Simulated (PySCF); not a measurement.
# C3SH4 in PySCF: settings compared

The runs below take C3SH4 through MP2 correlation energy, RPA correlation energy, G0W0 quasiparticle levels, excitation energies (Tamm-Dancoff), with HF, PBE, PBE0.

Program: PySCF 2.14.0. These are calculated values, not measurements. Logs are shortened: lines on timing, memory, paths and dates and some standing lists are left out, and cuts for length are marked.

### 1 The structure

The cell holds a molecule in a box, 8 atoms: a = 13.000 Å, b = 13.000 Å, c = 11.000 Å, α = 90.00°, β = 90.00°, γ = 90.00°.

### 2 MP2 correlation energy, HF

run.py

```python
import json
import numpy as np
from pyscf.pbc import gto, scf, dft, df

cell = gto.Cell()
cell.basis = 'def2-svp'
cell.fromfile('H4C3S.xyz')
cell.exp_to_discard = 0
cell.precision = 1e-08
cell.max_memory = 2520  # MB
cell.verbose = 4
cell.build()

res = {}
kpts = cell.make_kpts([1, 1, 1])
mf = scf.KRHF(cell, kpts, exxdiv='ewald')
mf = mf.density_fit()
mf.with_df._cderi = 'cderi.h5'  # three-centre integrals saved by an earlier run on this cell, basis and mesh
mf.conv_tol = 1e-08
mf.max_cycle = 60

mf.kernel()
res.update(converged=bool(mf.converged), e_tot=mf.e_tot, nelec=cell.nelectron, nao=cell.nao, mesh=list(map(int, cell.mesh)), a=cell.lattice_vectors().tolist(), coords=cell.atom_coords().tolist(),
           mo_energy=[np.real(x).tolist() for x in mf.mo_energy], mo_occ=[np.real(x).tolist() for x in mf.mo_occ])
import h5py
print('fit functions by k pair:', sorted({v['0'].shape[0] for v in h5py.File(mf.with_df._cderi)['j3c'].values()}))
res.update(kpts=cell.get_scaled_kpts(kpts).tolist())
res['parts'] = {k: float(np.real(v)) for k, v in mf.scf_summary.items() if np.isscalar(v)}
json.dump(res, open('results.json', 'w'))
if not mf.converged:
    raise SystemExit('SCF not converged')

print('levels (eV)')
for i, kp in enumerate(res['kpts'][:40]):
    print('k %7.4f %7.4f %7.4f  ' % tuple(kp), ' '.join('%.3f' % (x * 27.211386) for x in res['mo_energy'][i][:24]))

# Mulliken populations
dm, s = np.asarray(mf.make_rdm1()), np.asarray(mf.get_ovlp())
sites = cell.aoslice_by_atom()[:, 2:]
tot = np.einsum('kij,kji->i', dm, s).real / len(kpts)
res['mulliken'] = [cell.atom_charge(i) - tot[a0:a1].sum() for i, (a0, a1) in enumerate(sites)]
print('Mulliken charges', np.round(res['mulliken'], 5))

from pyscf.pbc import mp
pt = mp.KMP2(mf, frozen=8)
pt.kernel(with_t2=False)
res.update(e_corr=pt.e_corr, e_ss=getattr(pt, 'e_corr_ss', None), e_os=getattr(pt, 'e_corr_os', None))
res['done'] = True
json.dump(res, open('results.json', 'w'))
```

H4C3S.xyz

```xyz
8
Lattice="13.0000000000 0.0000000000 0.0000000000 0.0000000000 13.0000000000 0.0000000000 0.0000000000 0.0000000000 11.0000000000" Properties=species:S:1:pos:R:3 pbc="T T T"
C      5.5894499700      7.6497500300      5.4875499800
C      5.7630500200      6.2235500600      5.9181500400
C      6.8780500100      5.5547499800      5.8154499700
S      8.2125500600      4.7669499800      5.6883500300
H      4.8134499400      7.7309499800      4.7214500300
H      5.2878499700      8.2750500300      6.3324499700
H      6.5156500500      8.0528500000      5.0786499500
H      4.9141500200      5.6956499600      6.3465499900
```

Potentials or basis: def2-svp (all-electron).

On the command line:

```bash
> OMP_NUM_THREADS=2 python -u run.py > log
```

What it wrote:

```text
Discarded 0 diffused primitive functions, 0 contracted functions

******** <class 'pyscf.pbc.scf.khf.KRHF'> ********
method = KRHF
initial guess = minao
damping factor = 0
level_shift factor = 0
DIIS = <class 'pyscf.scf.diis.CDIIS'>
diis_start_cycle = 1
diis_space = 8
diis_damp = 0
SCF conv_tol = 1e-08
SCF conv_tol_grad = None
SCF max_cycles = 60
direct_scf = True
direct_scf_tol = 1e-13

******** PBC SCF flags ********
N kpts = 1
Exchange divergence treatment (exxdiv) = ewald
    madelung (= occupied orbital energy shift) = 0.12095704282831034
    Total energy shift due to Ewald probe charge = -1/2 * Nelec*madelung = -2.29818381374
DF object = <pyscf.pbc.df.df.GDF object>
Set gradient conv threshold to 0.0001

******** <class 'pyscf.pbc.df.rsdf_builder._RSNucBuilder'> ********
mesh = [45 45 39] (78975 PWs)
ke_cutoff = 15.830355360444626
omega = 0.5009322609352015
exclude_d_aux = False
exclude_dd_block = True
j2c_eig_always = False
has_long_range = True
init E= -511.814072319377
  HOMO = -0.167925462428  LUMO = -0.00272977745892  gap/eV = 4.49520
cycle= 1 E= -510.88274669612  delta_E= 0.931  |g|=  0.4  |ddm|= 2.95
  HOMO = -0.317431875732  LUMO = 0.039176528698  gap/eV = 9.70381
cycle= 2 E= -510.925373499799  delta_E= -0.0426  |g|= 0.234  |ddm|= 0.706
  HOMO = -0.29722778986  LUMO = 0.0852909172961  gap/eV = 10.40886
cycle= 3 E= -510.940573413032  delta_E= -0.0152  |g|= 0.0656  |ddm|= 0.287
  HOMO = -0.297591138565  LUMO = 0.0871759378159  gap/eV = 10.47005
cycle= 4 E= -510.942389450655  delta_E= -0.00182  |g|= 0.0138  |ddm|= 0.127
  HOMO = -0.299750206106  LUMO = 0.0862816359977  gap/eV = 10.50446
cycle= 5 E= -510.942542042852  delta_E= -0.000153  |g|= 0.00623  |ddm|= 0.0327
  HOMO = -0.300052499537  LUMO = 0.0868196264656  gap/eV = 10.52733
cycle= 6 E= -510.942593860808  delta_E= -5.18e-05  |g|= 0.0026  |ddm|= 0.0214
  HOMO = -0.299908522107  LUMO = 0.0872311818962  gap/eV = 10.53461
cycle= 7 E= -510.942602966732  delta_E= -9.11e-06  |g|= 0.000929  |ddm|= 0.0102
  HOMO = -0.29999647238  LUMO = 0.0872514609042  gap/eV = 10.53755
cycle= 8 E= -510.942603869336  delta_E= -9.03e-07  |g|= 0.000253  |ddm|= 0.00359
  HOMO = -0.29999057309  LUMO = 0.0872335973852  gap/eV = 10.53691
cycle= 9 E= -510.942603919861  delta_E= -5.05e-08  |g|= 0.00011  |ddm|= 0.000657
  HOMO = -0.299998484978  LUMO = 0.0872358152759  gap/eV = 10.53718
cycle= 10 E= -510.942603930584  delta_E= -1.07e-08  |g|= 4.85e-05  |ddm|= 0.000344
  HOMO = -0.300004311231  LUMO = 0.0872274818088  gap/eV = 10.53711
cycle= 11 E= -510.942603932076  delta_E= -1.49e-09  |g|= 9.15e-06  |ddm|= 0.000157
  HOMO = -0.300003767746  LUMO = 0.0872284704616  gap/eV = 10.53713
Extra cycle  E= -510.942603932141  delta_E= -6.45e-11  |g|= 4.61e-06  |ddm|= 2.23e-05
converged SCF energy = -510.942603932141
fit functions by k pair: [242]
levels (eV)
k  0.0000  0.0000  0.0000   -2499.784 -307.801 -305.866 -305.785 -234.570 -170.384 -168.818 -168.706 -29.853 -27.424 -24.327 -18.651 -16.168 -15.721 -15.354 -14.393 -12.878 -11.024 -8.164 2.374 4.950 5.562 6.406 7.300
Mulliken charges [ 0.01231 -0.33884  0.13102 -0.05678  0.05318  0.05324  0.04776  0.09811]

******** <class 'pyscf.pbc.mp.kmp2.KMP2'> ********
nkpts = 1
nocc = 11
nmo = 72
with_df_ints = True
frozen orbitals = 8
E(KMP2) = -511.465944060811  E_corr = -0.523340128670629
E(SCS-KMP2) = -511.457250107931  E_corr = -0.514646175790331
E_corr(same-spin) = -0.130802283016642
E_corr(oppo-spin) = -0.392537845653986
```

Wall time 13 s (2 threads of Intel Xeon at 2.50GHz (Skylake/Cascade Lake), shared host); peak memory 1.9 GiB.

What came out:

| Item | Value |
| --- | --- |
| Free energy | -13903.4565 eV |
| Gap between the frontier levels | 10.54 eV |
| Mulliken charges | C +0.01, -0.34, +0.13; S -0.06; H +0.05, +0.10 e |
| MP2 correlation energy per cell | -14.241 eV |

Levels at points of the mesh, in eV from the valence-band top:
```
           k point  band 17  band 18  band 19  band 20  band 21  band 22
(0.00, 0.00, 0.00)    -4.71    -2.86     0.00    10.54    13.11    13.73
```

Caveat: the basis is small and the box finite, so much correlation energy is missing and levels can be off by tenths of an eV; Mulliken charges move with the basis; this is a molecule in a periodic box at the Γ point, so its band gap is the HOMO-LUMO gap; total energy, band gap and charges are those of the mean-field reference; the basis of atomic orbitals isn't converged, which shifts pressures, moduli and gaps.

### 3 RPA correlation energy, PBE

Changes to run.py since step 2:

```diff
@@ -15,3 +15,3 @@
 kpts = cell.make_kpts([1, 1, 1])
-mf = scf.KRHF(cell, kpts, exxdiv='ewald')
+mf = dft.KRKS(cell, kpts, xc='pbe')
 mf = mf.density_fit()
@@ -43,6 +43,9 @@
 
-from pyscf.pbc import mp
-pt = mp.KMP2(mf, frozen=8)
-pt.kernel(with_t2=False)
-res.update(e_corr=pt.e_corr, e_ss=getattr(pt, 'e_corr_ss', None), e_os=getattr(pt, 'e_corr_os', None))
+from pyscf.pbc.gw.krpa import KRPA
+rpa = KRPA(mf, frozen=8)
+rpa.kernel()
+res.update(e_corr=rpa.e_corr, e_hf=rpa.e_hf, e_rpa=rpa.e_tot)
+rpa.fc = True  # again, with the correction for q -> 0
+rpa.kernel()
+res['e_corr_fc'] = rpa.e_corr
 res['done'] = True
```

H4C3S.xyz is that of step 2.

Potentials or basis: def2-svp (all-electron).

On the command line:

```bash
> OMP_NUM_THREADS=2 python -u run.py > log
```

What it wrote:

```text
Discarded 0 diffused primitive functions, 0 contracted functions

******** <class 'pyscf.pbc.dft.krks.KRKS'> ********
method = KRKS
initial guess = minao
damping factor = 0
level_shift factor = 0
DIIS = <class 'pyscf.scf.diis.CDIIS'>
diis_start_cycle = 1
diis_space = 8
diis_damp = 0
SCF conv_tol = 1e-08
SCF conv_tol_grad = None
SCF max_cycles = 60
direct_scf = True
direct_scf_tol = 1e-13

******** PBC SCF flags ********
N kpts = 1
Exchange divergence treatment (exxdiv) = ewald
    madelung (= occupied orbital energy shift) = 0.12095704282831034
    Total energy shift due to Ewald probe charge = -1/2 * Nelec*madelung = -2.29818381374
DF object = <pyscf.pbc.df.df.GDF object>
XC functionals = pbe
small_rho_cutoff = 0
radial grids:
    Treutler-Ahlrichs [JCP 102, 346 (1995); DOI:10.1063/1.469408] (M4) radial grids

becke partition: Becke, JCP 88, 2547 (1988); DOI:10.1063/1.454033
pruning grids: <function nwchem_prune>
grids dens level: 3
symmetrized grids: False
atomic radii adjust function: <function treutler_atomic_radii_adjust>
Set gradient conv threshold to 0.0001

******** <class 'pyscf.pbc.df.rsdf_builder._RSNucBuilder'> ********
mesh = [45 45 39] (78975 PWs)
ke_cutoff = 15.830355360444626
omega = 0.5009322609352015
exclude_d_aux = False
exclude_dd_block = True
j2c_eig_always = False
has_long_range = True
tot grids = 100466
cell vol = 12545.1538  sum(weights) = 12703.7365
nelec by numeric integration = 38.000001328771745
init E= -514.835570227463
  HOMO = -0.227890070778  LUMO = -0.125828035232  gap/eV = 2.77725
nelec by numeric integration = 38.000002696327336
cycle= 1 E= -514.291508527235  delta_E= 0.544  |g|= 0.377  |ddm|= 3.14
  HOMO = -0.135046120951  LUMO = -0.0660138552745  gap/eV = 1.87846
nelec by numeric integration = 38.00000480468828
cycle= 2 E= -514.156692982495  delta_E= 0.135  |g|= 0.75  |ddm|= 1.12
  HOMO = -0.161291382909  LUMO = -0.0756409276931  gap/eV = 2.33067
nelec by numeric integration = 38.00000322944658
cycle= 3 E= -514.315748760762  delta_E= -0.159  |g|= 0.213  |ddm|= 1.01
  HOMO = -0.171470275385  LUMO = -0.0869919741699  gap/eV = 2.29877
nelec by numeric integration = 38.00000359840167
cycle= 4 E= -514.331428916872  delta_E= -0.0157  |g|= 0.0576  |ddm|= 0.317
  HOMO = -0.174116797991  LUMO = -0.0923687167334  gap/eV = 2.22448
nelec by numeric integration = 38.00000337480616
cycle= 5 E= -514.331928616316  delta_E= -0.0005  |g|= 0.0383  |ddm|= 0.0838
  HOMO = -0.173536060665  LUMO = -0.0898224084767  gap/eV = 2.27796
nelec by numeric integration = 38.000003460715625
cycle= 6 E= -514.332316787466  delta_E= -0.000388  |g|= 0.00977  |ddm|= 0.0417
  HOMO = -0.173004287289  LUMO = -0.0896817633549  gap/eV = 2.26732
nelec by numeric integration = 38.000003459218085
cycle= 7 E= -514.332340518762  delta_E= -2.37e-05  |g|= 0.00137  |ddm|= 0.00978
  HOMO = -0.173143844721  LUMO = -0.0898162206423  gap/eV = 2.26746
nelec by numeric integration = 38.00000345894051
cycle= 8 E= -514.332341072877  delta_E= -5.54e-07  |g|= 0.00019  |ddm|= 0.00206
  HOMO = -0.173137775661  LUMO = -0.0898116352392  gap/eV = 2.26742
nelec by numeric integration = 38.00000345845144
cycle= 9 E= -514.33234108523  delta_E= -1.24e-08  |g|= 3.89e-05  |ddm|= 0.000321
  HOMO = -0.173137120324  LUMO = -0.0898107884029  gap/eV = 2.26742
nelec by numeric integration = 38.00000345852075
cycle= 10 E= -514.332341085697  delta_E= -4.67e-10  |g|= 9.07e-06  |ddm|= 6.71e-05
  HOMO = -0.17313713673  LUMO = -0.0898106932338  gap/eV = 2.26743
nelec by numeric integration = 38.00000345857157
Extra cycle  E= -514.332341085598  delta_E= 9.86e-11  |g|= 1.97e-05  |ddm|= 3.38e-05
converged SCF energy = -514.332341085598
fit functions by k pair: [242]
levels (eV)
k  0.0000  0.0000  0.0000   -2395.350 -270.628 -269.342 -269.237 -208.794 -155.087 -155.066 -154.855 -20.142 -18.527 -16.025 -12.172 -10.603 -9.994 -9.969 -8.905 -7.990 -7.386 -4.711 -2.444 0.223 1.837 2.512 2.822
Mulliken charges [ 0.02889 -0.31523  0.15852 -0.05556  0.04394  0.04396  0.03362  0.06186]

******** <class 'pyscf.pbc.gw.krpa.KRPA'> ********
method = KRPA
RPA nocc = 11, nvir = 61, nkpts = 1
frozen orbitals = 8
grid type = legendre
outcore mode = False
RPA finite size corrections = False
ACFD exchange energy = False

******** <class 'pyscf.pbc.gw.krpa.KRPA'> ********
method = KRPA
RPA nocc = 11, nvir = 61, nkpts = 1
frozen orbitals = 8
grid type = legendre
outcore mode = False
RPA finite size corrections = True
ACFD exchange energy = False
```

Run time: 55 s. Hardware: 2 threads of Intel Xeon at 2.50GHz (Skylake/Cascade Lake), shared host; peak memory 1.9 GiB.

Results:

```
Free energy                                       : -13995.6960 eV
Gap between the frontier levels, mean-field level : 2.27 eV
Mulliken charges                                  : C +0.03, -0.32, +0.16; S -0.06; H +0.04, +0.03, +0.06 e
RPA correlation energy                            : -2.905 eV/atom
RPA correlation energy per cell                   : -23.236 eV
```

Caveat: the basis is small and the box finite, so much correlation energy is missing and levels can be off by tenths of an eV; Mulliken charges move with the basis; this is a molecule in a periodic box at the Γ point, so its band gap is the HOMO-LUMO gap; total energy, band gap and charges are those of the mean-field reference; the basis of atomic orbitals isn't converged, which shifts pressures, moduli and gaps.

### 4 G0W0 quasiparticle levels, PBE0

Changes to run.py since step 3:

```diff
@@ -15,3 +15,3 @@
 kpts = cell.make_kpts([1, 1, 1])
-mf = dft.KRKS(cell, kpts, xc='pbe')
+mf = dft.KRKS(cell, kpts, xc='pbe0', exxdiv='ewald')
 mf = mf.density_fit()
@@ -43,9 +43,9 @@
 
-from pyscf.pbc.gw.krpa import KRPA
-rpa = KRPA(mf, frozen=8)
-rpa.kernel()
-res.update(e_corr=rpa.e_corr, e_hf=rpa.e_hf, e_rpa=rpa.e_tot)
-rpa.fc = True  # again, with the correction for q -> 0
-rpa.kernel()
-res['e_corr_fc'] = rpa.e_corr
+from pyscf.pbc.gw.krgw_ac import KRGWAC
+gw = KRGWAC(mf, frozen=8)
+gw.fc = True
+orbs = list(range(16, 22))
+gw.kernel(orbs=orbs)
+res['orbs'] = orbs
+res['qp'] = np.asarray(gw.mo_energy).real.tolist()
 res['done'] = True
```

H4C3S.xyz is that of step 3.

Potentials or basis: def2-svp (all-electron).

On the command line:

```bash
> OMP_NUM_THREADS=2 python -u run.py > log
```

What it wrote:

```text
Discarded 0 diffused primitive functions, 0 contracted functions

******** <class 'pyscf.pbc.dft.krks.KRKS'> ********
method = KRKS
initial guess = minao
damping factor = 0
level_shift factor = 0
DIIS = <class 'pyscf.scf.diis.CDIIS'>
diis_start_cycle = 1
diis_space = 8
diis_damp = 0
SCF conv_tol = 1e-08
SCF conv_tol_grad = None
SCF max_cycles = 60
direct_scf = True
direct_scf_tol = 1e-13

******** PBC SCF flags ********
N kpts = 1
Exchange divergence treatment (exxdiv) = ewald
    madelung (= occupied orbital energy shift) = 0.12095704282831034
    Total energy shift due to Ewald probe charge = -1/2 * Nelec*madelung = -2.29818381374
DF object = <pyscf.pbc.df.df.GDF object>
XC functionals = pbe0
small_rho_cutoff = 0
radial grids:
    Treutler-Ahlrichs [JCP 102, 346 (1995); DOI:10.1063/1.469408] (M4) radial grids

becke partition: Becke, JCP 88, 2547 (1988); DOI:10.1063/1.454033
pruning grids: <function nwchem_prune>
grids dens level: 3
symmetrized grids: False
atomic radii adjust function: <function treutler_atomic_radii_adjust>
Set gradient conv threshold to 0.0001

******** <class 'pyscf.pbc.df.rsdf_builder._RSNucBuilder'> ********
mesh = [45 45 39] (78975 PWs)
ke_cutoff = 15.830355360444626
omega = 0.5009322609352015
exclude_d_aux = False
exclude_dd_block = True
j2c_eig_always = False
has_long_range = True
tot grids = 100466
cell vol = 12545.1538  sum(weights) = 12703.7365
nelec by numeric integration = 38.000001328771745
init E= -514.410434445466
  HOMO = -0.224854032506  LUMO = -0.105882758898  gap/eV = 3.23737
nelec by numeric integration = 38.00000344332926
cycle= 1 E= -513.793746505534  delta_E= 0.617  |g|= 0.241  |ddm|= 3.05
  HOMO = -0.198033300771  LUMO = -0.0575970694491  gap/eV = 3.82146
nelec by numeric integration = 38.00000384922075
cycle= 2 E= -513.780730987253  delta_E= 0.013  |g|= 0.331  |ddm|= 0.527
  HOMO = -0.209397277856  LUMO = -0.0498854723778  gap/eV = 4.34054
nelec by numeric integration = 38.00000358364663
cycle= 3 E= -513.808791734691  delta_E= -0.0281  |g|= 0.0533  |ddm|= 0.335
  HOMO = -0.215157668027  LUMO = -0.0581568543762  gap/eV = 4.27221
nelec by numeric integration = 38.00000358872174
cycle= 4 E= -513.809608901329  delta_E= -0.000817  |g|= 0.0175  |ddm|= 0.089
  HOMO = -0.214885043525  LUMO = -0.0572023603029  gap/eV = 4.29076
nelec by numeric integration = 38.000003544431
cycle= 5 E= -513.809680620615  delta_E= -7.17e-05  |g|= 0.00756  |ddm|= 0.0239
  HOMO = -0.214423906654  LUMO = -0.0564830063338  gap/eV = 4.29779
nelec by numeric integration = 38.000003570391584
cycle= 6 E= -513.809693861788  delta_E= -1.32e-05  |g|= 0.00309  |ddm|= 0.01
  HOMO = -0.214403274943  LUMO = -0.0565482945288  gap/eV = 4.29545
nelec by numeric integration = 38.00000356168184
cycle= 7 E= -513.809696822021  delta_E= -2.96e-06  |g|= 0.00062  |ddm|= 0.00381
  HOMO = -0.214461676207  LUMO = -0.0565787716301  gap/eV = 4.29621
nelec by numeric integration = 38.00000356121839
cycle= 8 E= -513.809696919683  delta_E= -9.77e-08  |g|= 9.79e-05  |ddm|= 0.000709
  HOMO = -0.214454366812  LUMO = -0.0565662138302  gap/eV = 4.29636
nelec by numeric integration = 38.00000356090099
cycle= 9 E= -513.809696922984  delta_E= -3.3e-09  |g|= 2.59e-05  |ddm|= 0.000148
  HOMO = -0.214456262668  LUMO = -0.0565651004306  gap/eV = 4.29644
nelec by numeric integration = 38.000003560975216
Extra cycle  E= -513.809696922696  delta_E= 2.88e-10  |g|= 4.11e-05  |ddm|= 7.12e-05
converged SCF energy = -513.809696922696
fit functions by k pair: [242]
levels (eV)
k  0.0000  0.0000  0.0000   -2421.556 -280.118 -278.541 -278.530 -215.597 -159.248 -158.845 -158.649 -22.875 -21.056 -18.376 -14.049 -12.261 -11.674 -11.582 -10.497 -9.516 -8.587 -5.836 -1.539 1.119 2.698 3.418 3.876
Mulliken charges [-0.02233 -0.33205  0.1425  -0.05169  0.06162  0.06165  0.05294  0.08737]

******** <class 'pyscf.pbc.gw.krgw_ac.KRGWAC'> ********
method = KRGWAC
GW nocc = 11, nvir = 61, nkpts = 1
frozen orbitals = 8
orbital list = [16, 17, 18, 19, 20, 21]
off-diagonal self-energy = False
GW density matrix = False
density-fitting for exchange = False
outcore for self-energy= False
finite size corrections = True
grids for finite size corrections = False
broadening parameter = 5.000e-03
number of grids = 100
analytic continuation method = pade
imaginary frequency cutoff = 5.0
Pade points = 18
Pade step ratio = 0.667
use perturbative linearized QP eqn = False
QPE max iter = 100
QPE tolerance = 1.0e-06

WARN: GW QP energies may not be sorted from min to max
```

Run time: 47 s. Hardware: 2 threads of Intel Xeon at 2.50GHz (Skylake/Cascade Lake), shared host; peak memory 1.9 GiB.

What came out:

```
Free energy                                       : -13981.4741 eV
Gap between the frontier levels, mean-field level : 4.30 eV
Mulliken charges                                  : C -0.02, -0.33, +0.14; S -0.05; H +0.06, +0.05, +0.09 e
Quasiparticle gap                                 : 8.32 eV
```

Caveat: the basis is small and the box finite, so much correlation energy is missing and levels can be off by tenths of an eV; Mulliken charges move with the basis; this is a molecule in a periodic box at the Γ point, so its band gap is the HOMO-LUMO gap; total energy, band gap and charges are those of the mean-field reference; the basis of atomic orbitals isn't converged, which shifts pressures, moduli and gaps.

(Part 1 of 2 ends here.)
